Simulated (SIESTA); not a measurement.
# BW2 under changes of volume

One of the cells (12.501 Å³/atom); the others are scaled copies at fixed shape and fractional positions:

```xyz
6
Lattice="-2.8024 2.8024 2.3877 2.8024 -2.8024 2.3877 2.8024 2.8024 -2.3877" Properties=species:S:1:pos:R:3 pbc="T T T"
W     0.9483    1.8541    2.3877
W     1.8541   -0.9483    2.3877
W     1.8541    0.9483    0.0000
W     0.9483    3.7508    0.0000
B     0.0000    0.0000    3.5816
B     0.0000    0.0000    1.1939
```

| Property | Result |
| --- | --- |
| Program | SIESTA 5.4.2 |
| Functional | PBEsol |
| Potentials or basis | PseudoDojo 0.4 standard (PBEsol files) |
| Basis | DZP (energy shift 0.003 Ry; two zetas on semicore shells) |
| Grid cutoff | 800 Ry |
| Energy shift | 0.003 Ry |
| k mesh | 7 × 7 × 7 |
| Occupations | fermi-dirac, width 0.05 eV |
| Spin | no spin polarisation |

```tsv
volume (Å³/atom)	energy over the lowest point (meV/atom)	pressure (GPa)	largest force (eV/Å)
11.521	?	?	?
11.766	19.71	16.1	0.019
12.011	1.48	7.9	0.022
12.501	0.00	-6.3	0.075
12.747	14.43	-12.4	0.094
12.992	37.67	-17.8	0.112
```

Problem. What does the run at 11.521 Å³/atom give?

Solution. Energy over the lowest point 51.22 meV/atom; pressure 25.2 GPa; largest force 0.058 eV/Å.

Worked out: A Birch-Murnaghan fit of order 3 (a polynomial in V^(-2/3)) to the other rows has its minimum at 12.27 Å³/atom with B0 = V·E''(V) = 352 GPa and B' = 4.3 at fixed shape and positions, which overstates the stiffness. It gives 51.32 meV/atom at 11.521 Å³/atom, against the run's 51.22, and -dE/dV = 25.4 GPa, against 25.2.

Energies are extrapolated to zero smearing.

Caveats: short orbitals over semicore shells can move pressures by several GPa; the basis of atomic orbitals isn't converged, which shifts pressures, moduli and gaps.
